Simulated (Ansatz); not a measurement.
# [SiCl3]+ (SMILES Cl[Si+](Cl)Cl): levels of theory compared

Wanted: a comparison of 6 runs (HF/STO-3G, HF/aug-cc-pVDZ, PBE-QIDH/aug-cc-pVDZ, revPBE/aug-cc-pVDZ, wB97X/aug-cc-pVDZ, CCSD(T)/aug-cc-pVDZ) of [SiCl3]+. 

The results are computed with Ansatz 0.2.0.

1 further run of the same task is left out (it didn't finish).

## Step 1: The structure to begin with

The species is [SiCl3]+ (4 atoms), meant as a singlet with charge +1. SMILES: `Cl[Si+](Cl)Cl`. One bond was lengthened or shortened from a relaxed shape.

Bond lengths: Cl1–Si2 1.947 Å, Si2–Cl3 1.947 Å, Si2–Cl4 2.239 Å. Angles: Cl1–Si2–Cl3 120.0°, Cl1–Si2–Cl4 120.0°, Cl3–Si2–Cl4 120.0°.

## Step 2: The energy at HF/STO-3G (run 1)

The input, run.yaml:

```yaml
crystal:
  periodic: [false, false, false]
  atoms:
    - symbol: Cl
      position_ang: [-1.523602, -0.816105, 1.206918]
    - symbol: Si
      position_ang: [0.032398, -0.193905, 0.215918]
    - symbol: Cl
      position_ang: [1.804398, -0.863405, 0.665518]
    - symbol: Cl
      position_ang: [-0.216000, 1.292000, -1.440300]
basis:
  gaussian: {orbitals: STO-3G}
total_charge: 1
hamiltonian: {xc: hf}
accuracy: high
output: {orbitals: {seedname: orbitals}}
```

The run is started by

```sh
$ ansatz run run.yaml --threads 1 --pin off --max-ram 3480MiB --events-out events.jsonl --progress --plain --runs-dir runs
```

Log:

```text
Warning: RAYON_NUM_THREADS=1 ignored (pool sized by the plan → 1); use --threads N
Functional definition: HF
  name "HF"
  exchange = exact_x
  correlation = 0
680 factors; integrals over basis functions are off by at most 1.6e-8 eV
mean field evaluation 1: about -44870.5751 eV, gradient 3.3e1 eV
mean field evaluation 2: about -44870.5996 eV, gradient 3.3e1 eV
mean field evaluation 4: about -44876.2139 eV, gradient 1.1e0 eV
mean field evaluation 8: about -44876.2278 eV, gradient 3.2e-2 eV
mean field -44876.22777870 eV, -1649.1709526674 hartree, gradient 9.5e-8 eV, S^2 0.000000; 0 other end points of the search recorded, 0 dependent functions left out
reference -44876.22777870 eV, -1649.1709526674 hartree; 32, 32 occupied and 4, 4 virtual orbitals, 680 factors
Total energy: -44876.22777870 eV, -1649.1709526674 hartree
```

Wall time 0.32 s (1 thread of Arm Neoverse V2, shared host); peak memory 0.085 GiB.

## Step 3: The energy at HF/aug-cc-pVDZ (run 2)

The input, molecule.yaml:

```yaml
basis:
  gaussian:
    orbitals: aug-cc-pVDZ
crystal:
  periodic: [false, false, false]
  atoms:
    - {symbol: Cl, position_ang: [-1.523602, -0.816105, 1.206918]}
    - {symbol: Si, position_ang: [0.032398, -0.193905, 0.215918]}
    - {symbol: Cl, position_ang: [1.804398, -0.863405, 0.665518]}
    - {symbol: Cl, position_ang: [-0.216000, 1.292000, -1.440300]}
total_charge: 1
hamiltonian:
  xc: hf
accuracy: high
output: {orbitals: {seedname: orbitals}}
```

The run is started by

```sh
$ ansatz run molecule.yaml --threads 1 --pin off --max-ram 3480MiB --events-out events.jsonl --progress --plain --runs-dir runs
```

Log:

```text
Warning: RAYON_NUM_THREADS=1 ignored (pool sized by the plan → 1); use --threads N
Functional definition: HF
  name "HF"
  exchange = exact_x
  correlation = 0
2148 factors; integrals over basis functions are off by at most 3.2e-9 eV
mean field evaluation 1: about -45365.8664 eV, gradient 2.4e1 eV
mean field evaluation 2: about -45366.2761 eV, gradient 2.5e1 eV
mean field evaluation 4: about -45368.2616 eV, gradient 1.9e0 eV
mean field evaluation 8: about -45368.3027 eV, gradient 1.1e-1 eV
mean field evaluation 16: about -45368.3028 eV, gradient 1.7e-7 eV
mean field -45368.30279928 eV, -1667.2543761335 hartree, gradient 1.4e-8 eV, S^2 0.000000; 0 other end points of the search recorded, 0 dependent functions left out
reference -45368.30279928 eV, -1667.2543761335 hartree; 32, 32 occupied and 76, 76 virtual orbitals, 2148 factors
Total energy: -45368.30279928 eV, -1667.2543761335 hartree
```

It took 5.4 s on 1 thread of Arm Neoverse V2, shared host; peak memory 0.36 GiB.

## Step 4: The energy at PBE-QIDH/aug-cc-pVDZ (run 3)

The input, run.yaml:

```yaml
basis:
  gaussian:
    orbitals: aug-cc-pVDZ
crystal:
  periodic: [false, false, false]
  atoms:
    - {symbol: Cl, position_ang: [-1.523602, -0.816105, 1.206918]}
    - {symbol: Si, position_ang: [0.032398, -0.193905, 0.215918]}
    - {symbol: Cl, position_ang: [1.804398, -0.863405, 0.665518]}
    - {symbol: Cl, position_ang: [-0.216000, 1.292000, -1.440300]}
total_charge: 1
hamiltonian:
  xc: {name: PBE-QIDH}
correlation:
  frozen_orbitals: {Cl: 5, Si: 5}
accuracy: high
output: {orbitals: {seedname: orbitals}}
```

The run is started by

```sh
$ ansatz run run.yaml --threads 1 --pin off --max-ram 3480MiB --events-out events.jsonl --progress --plain --runs-dir runs
```

Log:

```text
Warning: RAYON_NUM_THREADS=1 ignored (pool sized by the plan → 1); use --threads N
Functional definition: PBE-QIDH
  name "PBE-QIDH"
  parameter a = 3^(-1/3)
  parameter c = 1/3
  exchange = (1 - a)*pbe_x + a*exact_x
  correlation = (1 - c)*pbe_c + c*(mp2_os + mp2_ss)
2148 factors; integrals over basis functions are off by at most 3.2e-9 eV
mean field evaluation 1: about -45406.6505 eV, gradient 2.4e1 eV
mean field evaluation 2: about -45406.9969 eV, gradient 2.4e1 eV
mean field evaluation 4: about -45408.6641 eV, gradient 2.3e0 eV
mean field evaluation 8: about -45408.6911 eV, gradient 6.7e-2 eV
mean field evaluation 16: about -45408.6911 eV, gradient 2.3e-5 eV
mean field -45408.69115000 eV, -1668.7386206463 hartree, gradient 8.9e-8 eV, S^2 0.000000; 0 other end points of the search recorded, 0 dependent functions left out
20 core orbitals not correlated: weight in the atoms' cores, before any rotation towards them, 1.000 or more for the frozen orbitals, at most 0.000 for the correlated occupied ones
reference -45408.69115232 eV, -1668.7386207315 hartree; 12, 12 occupied and 76, 76 virtual orbitals, 2148 factors
second order -15.96739732 eV of doubles, -0.00000000 eV of singles
Total energy: -45414.01361810 eV, -1668.9342177410 hartree
```

Run time: 21 s. Hardware: 1 thread of Arm Neoverse V2, shared host; peak memory 0.41 GiB.

Runs 4 to 5 aren't shown in full; the table further down has their settings and results.

## Step 5: The energy at CCSD(T)/aug-cc-pVDZ (run 6)

The input, input.yaml:

```yaml
crystal:
  periodic: [false, false, false]
  atoms:
    - {symbol: Cl, position_ang: [-1.523602, -0.816105, 1.206918]}
    - {symbol: Si, position_ang: [0.032398, -0.193905, 0.215918]}
    - {symbol: Cl, position_ang: [1.804398, -0.863405, 0.665518]}
    - {symbol: Cl, position_ang: [-0.216000, 1.292000, -1.440300]}
basis:
  gaussian: {orbitals: aug-cc-pVDZ}
total_charge: 1
correlation: {method: ccsd_t, frozen_orbitals: {Cl: 5, Si: 5}}
accuracy: high
scf: {omitted_lower_state_checks: [cluster_reference, increment]}
```

The run is started by

```sh
$ ansatz run input.yaml --threads 1 --pin off --max-ram 3480MiB --events-out events.jsonl --progress --plain --runs-dir runs
```

Log:

```text
Warning: RAYON_NUM_THREADS=1 ignored (pool sized by the plan → 1); use --threads N
Functional definition: HF
  name "HF"
  exchange = exact_x
  correlation = 0
these checks for a lower state are left out or cut short: cluster_reference, increment
2148 factors; integrals over basis functions are off by at most 3.2e-9 eV
mean field evaluation 1: about -45365.8664 eV, gradient 2.4e1 eV
mean field evaluation 2: about -45366.2761 eV, gradient 2.5e1 eV
mean field evaluation 4: about -45368.2616 eV, gradient 1.9e0 eV
mean field evaluation 8: about -45368.3027 eV, gradient 1.1e-1 eV
mean field evaluation 16: about -45368.3028 eV, gradient 1.7e-7 eV
mean field -45368.30279928 eV, -1667.2543761335 hartree, gradient 1.4e-8 eV, S^2 0.000000; 0 other end points of the search recorded, 0 dependent functions left out
20 core orbitals not correlated: weight in the atoms' cores, before any rotation towards them, 1.000 or more for the frozen orbitals, at most 0.000 for the correlated occupied ones
reference -45368.30279928 eV, -1667.2543761335 hartree; 12, 12 occupied and 76, 76 virtual orbitals, 2148 factors
second order -13.93085948 eV of doubles, -0.00000000 eV of singles
cycle   1  -14.54966624 eV  change   -6.2e-1 eV  update   9.4e-2
cycle   2  -14.84484676 eV  change   -3.0e-1 eV  update   2.7e-2
cycle   3  -14.92443540 eV  change   -8.0e-2 eV  update   1.7e-2
cycle   4  -14.91935171 eV  change    5.1e-3 eV  update   4.4e-3
cycle   5  -14.91678633 eV  change    2.6e-3 eV  update   1.8e-3
cycle   6  -14.91661819 eV  change    1.7e-4 eV  update   6.0e-4
cycle   7  -14.91669197 eV  change   -7.4e-5 eV  update   2.4e-4
cycle   8  -14.91675500 eV  change   -6.3e-5 eV  update   8.7e-5
cycle   9  -14.91675894 eV  change   -3.9e-6 eV  update   3.3e-5
cycle  10  -14.91674447 eV  change    1.4e-5 eV  update   1.0e-5
cycle  11  -14.91674827 eV  change   -3.8e-6 eV  update   3.4e-6
cycle  12  -14.91674981 eV  change   -1.5e-6 eV  update   1.2e-6
cycle  13  -14.91675008 eV  change   -2.8e-7 eV  update   3.9e-7
cycle  14  -14.91674988 eV  change    2.1e-7 eV  update   1.5e-7
cycle  15  -14.91674978 eV  change    9.5e-8 eV  update   5.6e-8
cycle  16  -14.91674977 eV  change    1.5e-8 eV  update   3.3e-8
cycle  17  -14.91674999 eV  change   -2.2e-7 eV  update   1.1e-7
cycle  18  -14.91674999 eV  change   -1.3e-9 eV  update   2.9e-8
cycle  19  -14.91675000 eV  change   -2.4e-9 eV  update   9.1e-9
cycle  20  -14.91675000 eV  change   -1.9e-9 eV  update   3.5e-9
cycle  21  -14.91675000 eV  change  -9.6e-10 eV  update   1.2e-9
perturbative correction -0.52931610 eV, -0.0194520080 hartree
Total energy: -45383.74886538 eV, -1667.8220085929 hartree
Checks for a lower state left out: cluster_reference, increment
```

Wall time 30 s (1 thread of Arm Neoverse V2, shared host); peak memory 0.67 GiB.

## Step 6: The series

| run | level | frozen core orbitals | energy (Eh) | HOMO energy (eV) | LUMO energy (eV) | HOMO–LUMO gap (eV) | wall time |
| --- | --- | --- | --- | --- | --- | --- | --- |
| 1 | HF/STO-3G | – | -1649.170953 | -17.89 | -4.55 | 13.34 | 0.32 s |
| 2 | HF/aug-cc-pVDZ | – | -1667.254376 | -18.40 | -5.36 | 13.04 | 5.4 s |
| 3 | PBE-QIDH/aug-cc-pVDZ | 20 | -1668.934218 | -17.28 | -7.02 | 10.27 | 21 s |
| 4 | revPBE/aug-cc-pVDZ | – | -1669.586707 | -13.52 | -9.70 | 3.82 | 9.6 s |
| 5 | wB97X/aug-cc-pVDZ | – | -1669.875165 | -17.48 | -6.76 | 10.72 | 42 s |
| 6 | CCSD(T)/aug-cc-pVDZ | 20 | -1667.822009 | – | – | – | 30 s |

## Step 7: Results

| quantity | value |
| --- | --- |
| run 6: total energy | -1667.82201 Eh |
| run 6: correlation energy (20 core orbitals frozen) | -567.6 mEh |
| run 6: (T) correction | -19.45 mEh |
| run 6: T1 diagnostic | 0.015 |

In words: Over runs 1, 2, 3, 4, 5 the HOMO–LUMO gap runs from 3.82 eV (revPBE/aug-cc-pVDZ) to 13.34 eV (HF/STO-3G). The two ends differ in method and basis. Totals of different functionals can't be ranked against each other. In run 1 the basis is minimal, so the values are rough. All runs together took 1.8 min, the longest 42 s.
